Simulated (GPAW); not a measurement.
# GaGe3 (Fm-3m) in GPAW: a series of runs, part 2 of 2

GPAW 26.7.0. The steps go on from the part before.

## 3. Relaxation of cell and atoms, PBEsol+D4

File run.py:

```python
from ase import Atoms
from ase.calculators.mixing import SumCalculator
from ase.filters import FrechetCellFilter
from ase.io import write
from ase.optimize import BFGS
from dftd4.ase import DFTD4
from gpaw import GPAW, PW, setup_paths

setup_paths.insert(0, '.')

atoms = Atoms(['Ge', 'Ge', 'Ge', 'Ga'],
              cell=[[0.0, 3.387167, 3.387167],
                    [3.387167, 0.0, 3.387167],
                    [3.387167, 3.387167, 0.0]],
              scaled_positions=[[0.5, 0.5, 0.5],
                                [0.75, 0.75, 0.75],
                                [0.25, 0.25, 0.25],
                                [0.0, 0.0, 0.0]],
              pbc=True)

calc = GPAW(mode=PW(600),
            xc='PBEsol',
            kpts={'size': (7, 7, 7), 'gamma': True},
            occupations={'name': 'fermi-dirac', 'width': 0.05},
            nbands=18,
            convergence={'density': 1e-05, 'forces': 0.0001},
            maxiter=150,
            txt='gpaw.txt')
atoms.calc = SumCalculator([calc, DFTD4(method='pbesol')])
opt = BFGS(FrechetCellFilter(atoms), trajectory='relax.traj', logfile='-')
done = opt.run(fmax=0.02, steps=60)
calc.write('gs.gpw')
write('result.traj', atoms)
print('Converged:', done)
print('Cell:', atoms.cell.cellpar().round(4))
print('Volume:', round(atoms.get_volume(), 4))
print(atoms.get_scaled_positions().round(5))
```

Potentials or basis: PAW data sets generated in the run's folder for this functional, pw.

Command:

```sh
gpaw-setup -f PBEsol Ga Ge
OMP_NUM_THREADS=1 python run.py
```

gpaw.txt:

```text
__  _  _
 | _ |_)|_||  |
 |__||  | ||/\| - 26.7.0

Input parameters:
  mode=PW(ecut=600.0),
  convergence={'density': 1e-05, 'forces': 0.0001},
  kpts=MonkhorstPack(size=(7, 7, 7), gamma=True),
  maxiter=150,
  nbands=18,
  occupations=Occupations(name='fermi-dirac', width=0.05),
  xc=XC(name='PBEsol')

Diagonalizing LCAO Hamiltonian
Converting LCAO to pw mode

                       Ge

                  Ge

            Ge

       Ga

Atoms  # Å, Bohr magnetons
|   | symbol |        x |        y |        z |    initial magnetic moments |
|---|--------|----------|----------|----------|-----------------------------|
| 0 |     Ge | 3.387167 | 3.387167 | 3.387167 | ( 0.0000,  0.0000,  0.0000) |
| 1 |     Ge | 5.080750 | 5.080750 | 5.080750 | ( 0.0000,  0.0000,  0.0000) |
| 2 |     Ge | 1.693583 | 1.693583 | 1.693583 | ( 0.0000,  0.0000,  0.0000) |
| 3 |     Ga | 0.000000 | 0.000000 | 0.000000 | ( 0.0000,  0.0000,  0.0000) |

Unit cell  # Å
| periodic |        x |        y |        z |  lengths |    angles |
|----------|----------|----------|----------|----------|-----------|
|      yes | 0.000000 | 3.387167 | 3.387167 | 4.790178 | 60.000000 |
|      yes | 3.387167 | 0.000000 | 3.387167 | 4.790178 | 60.000000 |
|      yes | 3.387167 | 3.387167 | 0.000000 | 4.790178 | 60.000000 |

Number of symmetries: 48
Symmetry operations  # r_c * U_cc + t_c -> r_c
|    | kind |            matrix            |
|----|------|------------------------------|
|  0 |  σ   |  1, 0, 0,  1, 0,-1,  1,-1, 0 |
|  1 |  C2  |  1, 0, 0,  1,-1, 0,  1, 0,-1 |
|  2 |  E   |  1, 0, 0,  0, 1, 0,  0, 0, 1 |
|  3 |  σ   |  1, 0, 0,  0, 0, 1,  0, 1, 0 |
|  4 |  C4  |  1, 0,-1,  1, 0, 0,  1,-1, 0 |
|  5 |  S6  |  1, 0,-1,  1,-1, 0,  1, 0, 0 |
|  6 |  σ   |  1, 0,-1,  0, 1,-1,  0, 0,-1 |
|  7 |  C3  |  1, 0,-1,  0, 0,-1,  0, 1,-1 |
|  8 |  S6  |  1,-1, 0,  1, 0, 0,  1, 0,-1 |
|  9 |  C4  |  1,-1, 0,  1, 0,-1,  1, 0, 0 |
| 10 |  C3  |  1,-1, 0,  0,-1, 1,  0,-1, 0 |
| 11 |  σ   |  1,-1, 0,  0,-1, 0,  0,-1, 1 |
| 12 |  σ   |  0, 1, 0,  1, 0, 0,  0, 0, 1 |
| 13 |  C4  |  0, 1, 0,  0, 1,-1, -1, 1, 0 |
| 14 |  C3  |  0, 1, 0,  0, 0, 1,  1, 0, 0 |
| 15 |  S6  |  0, 1, 0, -1, 1, 0,  0, 1,-1 |
| 16 |  C2  |  0, 1,-1,  1, 0,-1,  0, 0,-1 |
| 17 |  σ   |  0, 1,-1,  0, 1, 0, -1, 1, 0 |
| 18 |  S4  |  0, 1,-1,  0, 0,-1,  1, 0,-1 |
| 19 |  C4  |  0, 1,-1, -1, 1, 0,  0, 1, 0 |
| 20 |  C3  |  0, 0, 1,  1, 0, 0,  0, 1, 0 |
| 21 |  σ   |  0, 0, 1,  0, 1, 0,  1, 0, 0 |
| 22 |  S6  |  0, 0, 1,  0,-1, 1, -1, 0, 1 |
| 23 |  C4  |  0, 0, 1, -1, 0, 1,  0,-1, 1 |
| 24 |  S4  |  0, 0,-1,  1, 0,-1,  0, 1,-1 |
| 25 |  C3  |  0, 0,-1,  0, 1,-1,  1, 0,-1 |
| 26 |  C2  |  0, 0,-1,  0,-1, 0, -1, 0, 0 |
| 27 |  S6  |  0, 0,-1, -1, 0, 0,  0,-1, 0 |
| 28 |  S4  |  0,-1, 1,  1,-1, 0,  0,-1, 0 |
| 29 |  C4  |  0,-1, 1,  0, 0, 1, -1, 0, 1 |
| 30 |  C2  |  0,-1, 1,  0,-1, 0,  1,-1, 0 |
| 31 |  σ   |  0,-1, 1, -1, 0, 1,  0, 0, 1 |
| 32 |  C3  |  0,-1, 0,  1,-1, 0,  0,-1, 1 |
| 33 |  S6  |  0,-1, 0,  0, 0,-1, -1, 0, 0 |
| 34 |  S4  |  0,-1, 0,  0,-1, 1,  1,-1, 0 |
| 35 |  C2  |  0,-1, 0, -1, 0, 0,  0, 0,-1 |
| 36 |  C2  | -1, 1, 0,  0, 1, 0,  0, 1,-1 |
| 37 |  S6  | -1, 1, 0,  0, 1,-1,  0, 1, 0 |
| 38 |  S4  | -1, 1, 0, -1, 0, 1, -1, 0, 0 |
| 39 |  C3  | -1, 1, 0, -1, 0, 0, -1, 0, 1 |
| 40 |  S6  | -1, 0, 1,  0, 0, 1,  0,-1, 1 |
| 41 |  C2  | -1, 0, 1,  0,-1, 1,  0, 0, 1 |
| 42 |  C3  | -1, 0, 1, -1, 1, 0, -1, 0, 0 |
| 43 |  S4  | -1, 0, 1, -1, 0, 0, -1, 1, 0 |
| 44 |  C2  | -1, 0, 0,  0, 0,-1,  0,-1, 0 |
| 45 |  i   | -1, 0, 0,  0,-1, 0,  0, 0,-1 |
| 46 |  σ   | -1, 0, 0, -1, 1, 0, -1, 0, 1 |
| 47 |  C2  | -1, 0, 0, -1, 0, 1, -1, 1, 0 |
[... 133 lines left out ...]
SCF iterations
|iter     | |      energy | eigst |  dens |force |
|---------|-|-------------|-------|-------|------|
|iter:   1| |  -17.415043 | -0.69 |       |      |
|iter:   2| |  -17.409251 | -3.05 | -1.22 |      |
[... 260 lines left out ...]
  Kinetic:          23.211123
  Coulomb:         -20.901402
  Zero:             -0.012943
  External:          0.000000
  Xc:              -19.658947
  Entropy:          -0.008876
  Spinorbit:         0.000000
  ----------------------------
  Free energy:     -17.371045
  Extrapolated:    -17.366607
[... 36 lines left out ...]
Forces  # eV/Ang
|        x |        y |        z |
|----------|----------|----------|
| -0.00000 |  0.00000 | -0.00000 |  # Ge   0
| -0.00000 | -0.00000 | -0.00000 |  # Ge   1
|  0.00000 |  0.00000 |  0.00000 |  # Ge   2
| -0.00000 |  0.00000 |  0.00000 |  # Ga   3

Interpolating wave functions to new cell

                      Ge

                 Ge

            Ge

       Ga

Atoms  # Å, Bohr magnetons
|   | symbol |         x |         y |         z |    initial magnetic moments |
|---|--------|-----------|-----------|-----------|-----------------------------|
| 0 |     Ge |  3.273293 |  3.273293 |  3.273293 | ( 0.0000,  0.0000,  0.0000) |
| 1 |     Ge |  4.909939 |  4.909939 |  4.909939 | ( 0.0000,  0.0000,  0.0000) |
| 2 |     Ge |  1.636646 |  1.636646 |  1.636646 | ( 0.0000,  0.0000,  0.0000) |
| 3 |     Ga | -0.000000 | -0.000000 | -0.000000 | ( 0.0000,  0.0000,  0.0000) |

Unit cell  # Å
| periodic |         x |         y |         z |  lengths |    angles |
|----------|-----------|-----------|-----------|----------|-----------|
|      yes | -0.000000 |  3.273293 |  3.273293 | 4.629135 | 60.000000 |
|      yes |  3.273293 | -0.000000 |  3.273293 | 4.629135 | 60.000000 |
|      yes |  3.273293 |  3.273293 | -0.000000 | 4.629135 | 60.000000 |
[... 150 lines left out ...]
SCF iterations
|iter     | |      energy | eigst |  dens |force |
|---------|-|-------------|-------|-------|------|
|iter:   1| |  -17.792107 | -1.01 |       |      |
|iter:   2| |  -17.748212 | -3.37 | -1.12 |      |
|iter:   3| |  -17.408290 | -2.64 | -1.14 |      |
|iter:   4| |  -17.387031 | -3.36 | -1.79 |      |
|iter:   5| |  -17.386836 | -4.86 | -2.52 |      |
|iter:   6| |  -17.386821c| -5.52 | -2.90 |      |
|iter:   7| |  -17.386821c| -7.05 | -3.71 |      |
|iter:   8| |  -17.386821c| -7.74c| -4.39 |      |
|iter:   9| |  -17.386821c| -8.45c| -5.23c|      |
|iter:  10| |  -17.386821c| -9.08c| -6.24c|-6.85c|

Converged in 10 steps
Energy contributions relative to reference atoms: (reference = -224011.715208)

Energy contributions:
  Kinetic:          42.826884
  Coulomb:         -36.604924
  Zero:             -0.016526
  External:          0.000000
  Xc:              -23.587732
  Entropy:          -0.009044
  Spinorbit:         0.000000
  ----------------------------
  Free energy:     -17.391343
  Extrapolated:    -17.386821
[... 36 lines left out ...]
Forces  # eV/Ang
|        x |        y |        z |
|----------|----------|----------|
|  0.00000 | -0.00000 |  0.00000 |  # Ge   0
| -0.00000 | -0.00000 | -0.00000 |  # Ge   1
|  0.00000 |  0.00000 |  0.00000 |  # Ge   2
| -0.00000 |  0.00000 |  0.00000 |  # Ga   3

Interpolating wave functions to new cell

                      Ge

                 Ge

            Ge

       Ga

Atoms  # Å, Bohr magnetons
|   | symbol |         x |         y |         z |    initial magnetic moments |
|---|--------|-----------|-----------|-----------|-----------------------------|
| 0 |     Ge |  3.290168 |  3.290168 |  3.290168 | ( 0.0000,  0.0000,  0.0000) |
| 1 |     Ge |  4.935252 |  4.935252 |  4.935252 | ( 0.0000,  0.0000,  0.0000) |
| 2 |     Ge |  1.645084 |  1.645084 |  1.645084 | ( 0.0000,  0.0000,  0.0000) |
| 3 |     Ga | -0.000000 | -0.000000 | -0.000000 | ( 0.0000,  0.0000,  0.0000) |

Unit cell  # Å
| periodic |         x |         y |         z |  lengths |    angles |
|----------|-----------|-----------|-----------|----------|-----------|
|      yes | -0.000000 |  3.290168 |  3.290168 | 4.653000 | 60.000000 |
|      yes |  3.290168 | -0.000000 |  3.290168 | 4.653000 | 60.000000 |
|      yes |  3.290168 |  3.290168 | -0.000000 | 4.653000 | 60.000000 |
[... 150 lines left out ...]
SCF iterations
|iter     | |      energy | eigst |  dens |force |
|---------|-|-------------|-------|-------|------|
|iter:   1| |  -17.415814 | -2.57 |       |      |
|iter:   2| |  -17.414688 | -5.01 | -1.91 |      |
|iter:   3| |  -17.405991 | -4.21 | -1.93 |      |
|iter:   4| |  -17.405450 | -4.95 | -2.58 |      |
|iter:   5| |  -17.405448c| -6.44 | -3.30 |      |
|iter:   6| |  -17.405448c| -7.09 | -3.68 |      |
|iter:   7| |  -17.405448c| -7.89c| -4.48 |      |
|iter:   8| |  -17.405448c| -8.54c| -5.18c|      |
|iter:   9| |  -17.405448c| -9.08c| -5.86c|-6.99c|

Converged in 9 steps
Energy contributions relative to reference atoms: (reference = -224011.715208)

Energy contributions:
  Kinetic:          39.310993
  Coulomb:         -33.783017
  Zero:             -0.015911
  External:          0.000000
  Xc:              -22.913235
  Entropy:          -0.008555
  Spinorbit:         0.000000
  ----------------------------
  Free energy:     -17.409726
  Extrapolated:    -17.405448
[... 36 lines left out ...]
Forces  # eV/Ang
|        x |        y |        z |
|----------|----------|----------|
|  0.00000 |  0.00000 |  0.00000 |  # Ge   0
|  0.00000 |  0.00000 |  0.00000 |  # Ge   1
| -0.00000 | -0.00000 | -0.00000 |  # Ge   2
|  0.00000 | -0.00000 | -0.00000 |  # Ga   3

# Writing to gs.gpw (mode='')
```

It took 3.5 min on 1 thread of Arm Neoverse N1, shared host; peak memory 0.25 GiB.

Results:

| Item | Value |
| --- | --- |
| Free energy | -18.4006 eV |
| Relaxed volume | 17.81 Å³/atom |
| Relaxed cell | a = 4.653 Å, b = 4.653 Å, c = 4.653 Å, α = 60.00°, β = 60.00°, γ = 60.00° |
| Space group after relaxing (to 0.05 Å) | Fm-3m (No. 225) |
| Energy gained by relaxing | 33.3 meV/atom |
| Ionic steps | 4 |
| Pressure after relaxing | -0.1 GPa |
| Band gap on the k mesh | none (metal or under the smearing width) |
| Dispersion energy per atom | -0.248 eV |

Step by step:
| step | energy change (eV) | largest force (eV/Å) | pressure (GPa) | volume (Å³) |
| --- | --- | --- | --- | --- |
| 1 | 0.0000 | 0.0000 | -5.95 | 77.72 |
| 2 | -0.0215 | 0.0000 | -5.55 | 77.12 |
| 3 | -0.1292 | 0.0000 | 1.18 | 70.14 |
| 4 | -0.1332 | 0.0000 | -0.13 | 71.23 |

Final structure:
```xyz
4
Lattice="0.0000 3.2902 3.2902 3.2902 0.0000 3.2902 3.2902 3.2902 0.0000" Properties=species:S:1:pos:R:3 pbc="T T T"
Ge    3.2902    3.2902    3.2902
Ge    4.9353    4.9353    4.9353
Ge    1.6451    1.6451    1.6451
Ga    0.0000    0.0000    0.0000
```

Levels at points of the mesh, in eV from the Fermi level:
```tsv
k point	band 6	band 7	band 8	band 9	band 10	band 11
(0.00, 0.00, 0.00)	-1.73	-1.43	-1.43	-1.43	-0.47	0.30
```

Caveat: later steps reuse the first step's grids; pairwise dispersion overbinds metals, which lowers pressure and volume.
